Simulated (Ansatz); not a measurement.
# BClH6OSi2: one species, many methods

Aim: compute BClH6OSi2 with functionals from several rungs and with coupled cluster. The yardstick is the atomisation energy at the CCSD(T) limit.

The runs use Ansatz 0.2.0, Gaussian basis; functionals in def2-TZVPP, the program's frozen cores in correlated methods.

Levels to be run: LDA (SPW92), PBE-D4, revPBE-D4, BLYP-D4, r2SCAN-D4, B97M-V, PBE0-D4, B3LYP-D4, r2SCANh-D4, r2SCAN0-D4, HSE06-D4, BHLYP-D4, CAM-B3LYP-D4, LC-ωPBE, ωB97X-V, ωB97M-V, B2PLYP, PBE-QIDH; CCSD(T)/def2-SVP; CCSD(T)/def2-TZVPP; MP2/def2-QZVPP; extrapolation to the limit; RPA on PBE.

**1. The geometry**

All runs share one geometry, relaxed beforehand with PBE0-D4 in a triple-zeta def2 set.

SMILES `B[SiH](Cl)O[SiH3]`, 11 atoms, charge 0, spin multiplicity 1.

Atoms are counted from 1 here; the program's logs count them from 0.

Bond lengths: B1–Si2 1.996 Å, B1–H6 1.194 Å, B1–H7 1.195 Å, Si2–Cl3 2.077 Å, Si2–O4 1.626 Å, Si2–H8 1.484 Å, O4–Si5 1.642 Å, Si5–H9 1.486 Å, Si5–H10 1.484 Å, Si5–H11 1.482 Å. Angles: Si2–B1–H6 120.4°, Si2–B1–H7 120.7°, H6–B1–H7 118.7°, B1–Si2–Cl3 98.9°, B1–Si2–O4 113.9°, B1–Si2–H8 118.2°, Cl3–Si2–O4 110.0°, Cl3–Si2–H8 106.3°, O4–Si2–H8 108.6°, Si2–O4–Si5 145.4°, O4–Si5–H9 110.1°, O4–Si5–H10 109.9°, O4–Si5–H11 107.6°, H9–Si5–H10 109.5°, H9–Si5–H11 109.8°, H10–Si5–H11 110.0°.

Coordinates:

```xyz
11

B    -1.67487    1.77743    0.55038
Si   -0.45498    0.66488   -0.57151
Cl    1.11224    2.01251   -0.77648
O     0.06646   -0.68808    0.16381
Si    1.22731   -1.84909    0.19336
H    -1.58265    1.76269    1.74095
H    -2.43841    2.54409    0.04429
H    -0.88819    0.31937   -1.94785
H     1.46053   -2.37219   -1.17783
H     2.49113   -1.28658    0.72937
H     0.74693   -2.94193    1.07201
```

**2. LDA**

This LDA is Slater exchange with PW92 correlation.

Input file in.yaml:

```yaml
crystal:
  periodic: [false, false, false]
  atoms:
    - {symbol: B, position_ang: [-1.674870, 1.777426, 0.550378]}
    - {symbol: Si, position_ang: [-0.454982, 0.664878, -0.571506]}
    - {symbol: Cl, position_ang: [1.112240, 2.012513, -0.776484]}
    - {symbol: O, position_ang: [0.066458, -0.688082, 0.163813]}
    - {symbol: Si, position_ang: [1.227306, -1.849087, 0.193359]}
    - {symbol: H, position_ang: [-1.582645, 1.762691, 1.740949]}
    - {symbol: H, position_ang: [-2.438408, 2.544088, 0.044294]}
    - {symbol: H, position_ang: [-0.888191, 0.319368, -1.947852]}
    - {symbol: H, position_ang: [1.460530, -2.372187, -1.177833]}
    - {symbol: H, position_ang: [2.491135, -1.286575, 0.729375]}
    - {symbol: H, position_ang: [0.746926, -2.941933, 1.072008]}
basis:
  gaussian: {orbitals: def2-TZVPP}
hamiltonian: {xc: lda}
output: {orbitals: {seedname: orbitals}}
```

After this run come: PBE-D4 (GGA); revPBE-D4 (GGA); BLYP-D4 (GGA); r2SCAN-D4 (meta-GGA); B97M-V (meta-GGA); PBE0-D4 (hybrid); B3LYP-D4 (hybrid); r2SCANh-D4 (hybrid); r2SCAN0-D4 (hybrid); HSE06-D4 (hybrid); BHLYP-D4 (hybrid); CAM-B3LYP-D4 (range-separated); LC-ωPBE (range-separated); ωB97X-V (range-separated); ωB97M-V (range-separated); B2PLYP (double hybrid); PBE-QIDH (double hybrid); CCSD(T) in def2-SVP; CCSD(T) in def2-TZVPP; MP2 in def2-QZVPP; RPA on PBE orbitals.

Before running them: what should the planned runs give, taken together? Wanted: atomisation energy, CCSD(T)/CBS; farthest beyond LDA; mean size of error, GGA; mean size of error, meta-GGA; mean size of error, hybrid; mean size of error, range-separated; mean size of error, double hybrid; gap, smallest and largest; T1 diagnostic.

**Answer**, as computed:

| quantity | value |
| --- | --- |
| atomisation energy, CCSD(T)/CBS | 881.4 kcal/mol |
| functionals within 4.4 kcal/mol (0.5 %) | r2SCAN-D4, B3LYP-D4, r2SCANh-D4, CAM-B3LYP-D4, ωB97M-V |
| farthest beyond LDA | revPBE-D4 (-21.9 kcal/mol) |
| mean size of error, GGA | 12.7 kcal/mol |
| mean size of error, meta-GGA | 3.2 kcal/mol |
| mean size of error, hybrid | 8.2 kcal/mol |
| mean size of error, range-separated | 5.2 kcal/mol |
| mean size of error, double hybrid | 10.9 kcal/mol |
| gap, smallest and largest | 3.01 eV (LDA (SPW92)), 10.55 eV (LC-ωPBE) |
| T1 diagnostic | 0.0111 |
| triples share of the correlation energy | 3.5 % |

**Reading.** The LDA atomisation energy is off by 96.7 kcal/mol (11 %): it overbinds. PBE-D4 is off by -5.2 kcal/mol. Double hybrids carry the basis error of their MP2 part in triple zeta, and no dispersion term here, so their miss is partly the set-up's. Taken by rung, meta-GGA functionals do best (3.2 kcal/mol on average) and GGA ones worst beyond LDA (12.7 kcal/mol). The gap between the best rungs is small, so their order is not settled. The reference freezes the cores and leaves out relativity and excitations past (T), so misses under about 4.4 kcal/mol can't be ranked. Hartree-Fock recovers 77 % of the binding; the rest is correlation. CCSD(T) in def2-SVP is off by -66.1 kcal/mol, so the small basis spoils what the method gains. Orbital gaps span 3.0 to 10.6 eV; exact exchange widens them.
